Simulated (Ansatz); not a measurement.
# Sn4S8F: the cost of one run

Program: Ansatz 0.2.0. Level of theory: DFT PBE+D3(BJ), plane waves, PAW, scalar-relativistic, collinear spin. These are calculated values, not measurements.

1 further run of the same task is left out (it didn't finish).

**1. Starting point**

The cell holds 13 atoms (FS8Sn4): a = 7.210 Å, b = 6.244 Å, c = 5.460 Å, α = 90.00°, β = 90.00°, γ = 90.00°.

Structure file:

```xyz
13
Lattice="-3.6050 -6.2440 0.0000 5.4075 -3.1220 0.0000 0.0000 0.0000 5.4600" Properties=species:S:1:pos:R:3 pbc="T T T"
Sn    0.0000   -6.2440    0.0000
S     1.8025   -5.2034    3.9803
S     0.0000   -4.1627    1.4797
Sn   -1.8025   -3.1220    0.0000
S     0.0000   -2.0813    3.9803
S     3.6050   -4.1627    1.4797
Sn    1.8025   -3.1220    0.0000
S     3.6050   -2.0813    3.9803
S     1.8025   -1.0407    1.4797
Sn    0.0000    0.0000    0.0000
S    -1.8025   -5.2034    3.9803
S     1.8025   -7.2847    1.4797
F     1.7851   -5.2842    0.7309
```

**2. Relaxing end A**

Input file input.yaml:

```yaml
crystal:
  lattice:
    - [-3.605, -6.244043, 0.0]
    - [5.4075, -3.122022, 0.0]
    - [0.0, 0.0, 5.46]
  atoms:
    - { symbol: Sn, position: [0.75, 0.5, 0.0] }
    - { symbol: S, position: [0.5, 0.6666667, 0.729] }
    - { symbol: S, position: [0.5, 0.3333333, 0.271] }
    - { symbol: Sn, position: [0.5, 0.0, 0.0] }
    - { symbol: S, position: [0.25, 0.1666667, 0.729] }
    - { symbol: S, position: [0.25, 0.8333333, 0.271] }
    - { symbol: Sn, position: [0.25, 0.5, 0.0] }
    - { symbol: S, position: [0.0, 0.6666667, 0.729] }
    - { symbol: S, position: [0.0, 0.3333333, 0.271] }
    - { symbol: Sn, position: [0.0, 0.0, 0.0] }
    - { symbol: S, position: [0.75, 0.1666667, 0.729] }
    - { symbol: S, position: [0.75, 0.8333333, 0.271] }
    - { symbol: F, position: [0.5109163, 0.6707194, 0.133872], spin: 1.0 }
magnetization:
  spin_polarized: true
basis:
  ecutwfc: 420.0
kpoints:
  mp_grid: { grid: [2, 2, 3] }
hamiltonian:
  xc: pbe
  dispersion: d3bj
scf:
  occupations: { method: gaussian, width: 0.05 }
  lower_state_search: "off"
relax:
  f_tol: 0.03
  max_steps: 60
  adjacent_minimum: "off"
output:
  write_density: true
  write_potential: true
  elf: true
  volumetric_format: npy
```

Started as:

```sh
> ansatz run input.yaml --threads 2 --pin off --max-ram 5120MiB --backend cpu --events-out ev --progress --plain --runs-dir out
```

Q: Estimate wall time and peak memory on 2 threads of AMD EPYC 9R45 (Zen 5), shared host.

About 95 s, with a peak of 0.77 GiB.
